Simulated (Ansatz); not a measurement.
**(Cl2Al-mu-PSiH3)2 (Al2Cl4H12P2Si4): the relaxed shape and its frontier levels**

What does (Cl2Al-mu-PSiH3)2 (Al2Cl4H12P2Si4) look like as a singlet, and where do its frontier electrons sit?

Program: Ansatz 0.2.0, Gaussian basis. Level of theory: RKS PBE0-D4/def2-TZVP. These are calculated values, not measurements.

Plan: relaxation at PBE-D4/def2-SVP; a single point at PBE0-D4/def2-TZVP.

4 further runs of the same task are left out: 3 that didn't finish, 1 set aside as unsound or not needed. Runs told in other sessions of the task aren't counted.

## Step 1: Where the work starts

24 atoms, charge 0, spin multiplicity 1.

Atoms are counted from 1 here; the program's logs count them from 0.

Bond lengths: Al1–Cl2 2.043 Å, Al1–Cl3 2.041 Å, Al1–P4 2.466 Å, Al1–P10 2.465 Å, P4–Si5 2.246 Å, P4–Si6 2.245 Å, P4–Al7 2.466 Å, Si5–H13 1.464 Å, Si5–H14 1.460 Å, Si5–H15 1.465 Å, Si6–H16 1.464 Å, Si6–H17 1.461 Å, Si6–H18 1.464 Å, Al7–Cl8 2.043 Å, Al7–Cl9 2.042 Å, Al7–P10 2.464 Å, P10–Si11 2.245 Å, P10–Si12 2.245 Å and more. Angles: Cl2–Al1–Cl3 123.9°, Cl2–Al1–P4 109.3°, Cl2–Al1–P10 109.2°, Cl3–Al1–P4 109.1°, Cl3–Al1–P10 108.7°, P4–Al1–P10 91.9°, Al1–P4–Si5 116.6°, Al1–P4–Si6 114.0°, Al1–P4–Al7 87.7°, Si5–P4–Si6 108.8°, Si5–P4–Al7 114.4°, Si6–P4–Al7 114.2°, P4–Si5–H13 107.3°, P4–Si5–H14 108.2°, P4–Si5–H15 106.8°, H13–Si5–H14 111.9°, H13–Si5–H15 110.3°, H14–Si5–H15 112.0° and more.

Geometry (Å):

```xyz
24

Al    1.4525   -0.9218    0.0689
Cl    1.5424   -2.3842    1.4924
Cl    2.9594   -0.5189   -1.2480
P     0.7089    1.1855    1.1114
Si    2.0098    2.9858    0.7806
Si    0.2552    1.0115    3.3028
Al   -1.2803    1.0872   -0.3424
Cl   -2.9535    0.9251    0.8185
Cl   -1.0593    2.4565   -1.8404
P    -0.6561   -1.1410   -1.1888
Si   -1.9908   -2.7887   -0.4512
Si   -0.4134   -1.3441   -3.4110
H     1.2111    4.1682    1.1102
H     2.4377    2.9903   -0.6152
H     3.1429    2.8651    1.7007
H    -0.5263    2.1887    3.6852
H    -0.4897   -0.2268    3.5180
H     1.5409    1.0038    4.0036
H    -3.2633   -2.6653   -1.1650
H    -2.1605   -2.6295    0.9911
H    -1.3422   -4.0580   -0.7847
H     0.3212   -2.5865   -3.6587
H     0.3140   -0.1757   -3.8980
H    -1.7605   -1.4273   -3.9798
```

The start is a GFN2-xTB geometry.

## Step 2: Optimising with PBE-D4/def2-SVP

Input file in.yaml:

```yaml
crystal:
  periodic: [false, false, false]
  atoms:
    - {symbol: Al, position_ang: [1.452450, -0.921760, 0.068860]}
    - {symbol: Cl, position_ang: [1.542440, -2.384200, 1.492420]}
    - {symbol: Cl, position_ang: [2.959350, -0.518900, -1.248030]}
    - {symbol: P, position_ang: [0.708890, 1.185470, 1.111440]}
    - {symbol: Si, position_ang: [2.009820, 2.985820, 0.780630]}
    - {symbol: Si, position_ang: [0.255180, 1.011480, 3.302800]}
    - {symbol: Al, position_ang: [-1.280310, 1.087240, -0.342400]}
    - {symbol: Cl, position_ang: [-2.953530, 0.925130, 0.818460]}
    - {symbol: Cl, position_ang: [-1.059300, 2.456480, -1.840420]}
    - {symbol: P, position_ang: [-0.656130, -1.140980, -1.188840]}
    - {symbol: Si, position_ang: [-1.990840, -2.788750, -0.451160]}
    - {symbol: Si, position_ang: [-0.413450, -1.344140, -3.411030]}
    - {symbol: H, position_ang: [1.211070, 4.168160, 1.110190]}
    - {symbol: H, position_ang: [2.437740, 2.990350, -0.615230]}
    - {symbol: H, position_ang: [3.142940, 2.865080, 1.700700]}
    - {symbol: H, position_ang: [-0.526270, 2.188710, 3.685150]}
    - {symbol: H, position_ang: [-0.489700, -0.226750, 3.517970]}
    - {symbol: H, position_ang: [1.540910, 1.003820, 4.003610]}
    - {symbol: H, position_ang: [-3.263250, -2.665330, -1.165050]}
    - {symbol: H, position_ang: [-2.160500, -2.629470, 0.991140]}
    - {symbol: H, position_ang: [-1.342200, -4.058050, -0.784730]}
    - {symbol: H, position_ang: [0.321210, -2.586460, -3.658710]}
    - {symbol: H, position_ang: [0.313970, -0.175650, -3.897980]}
    - {symbol: H, position_ang: [-1.760510, -1.427320, -3.979790]}
basis:
  gaussian: {orbitals: def2-SVP}
hamiltonian: {xc: pbe, dispersion: d4}
scf: {lower_state_search: "off"}
output: {orbitals: {seedname: orbitals}}
relax: {f_tol: 0.03, max_steps: 70}
```

Command:

```sh
ansatz run in.yaml --threads 4 --pin off --events-out ev --progress --plain --max-ram 6963MiB
```

The runs that follow: Single point, PBE0-D4/def2-TZVP.

Before running them: what should the planned runs give, taken together? Wanted: point group; commonest bond, hydrogen aside; HOMO, LUMO at PBE0-D4/def2-TZVP; dipole at PBE-D4/def2-SVP.

The runs gave:

| quantity | value |
| --- | --- |
| point group | C2v |
| commonest bond, hydrogen aside | P–Si, 4 of mean length 2.259 Å |
| HOMO, LUMO at PBE0-D4/def2-TZVP | -7.83, -1.67 eV |
| dipole at PBE-D4/def2-SVP | 0.35 D |

In words: The molecule keeps its bonding pattern by the stored test; the atoms moved 0.18 Å (rms). No usable vibrations, so a minimum isn't proven.
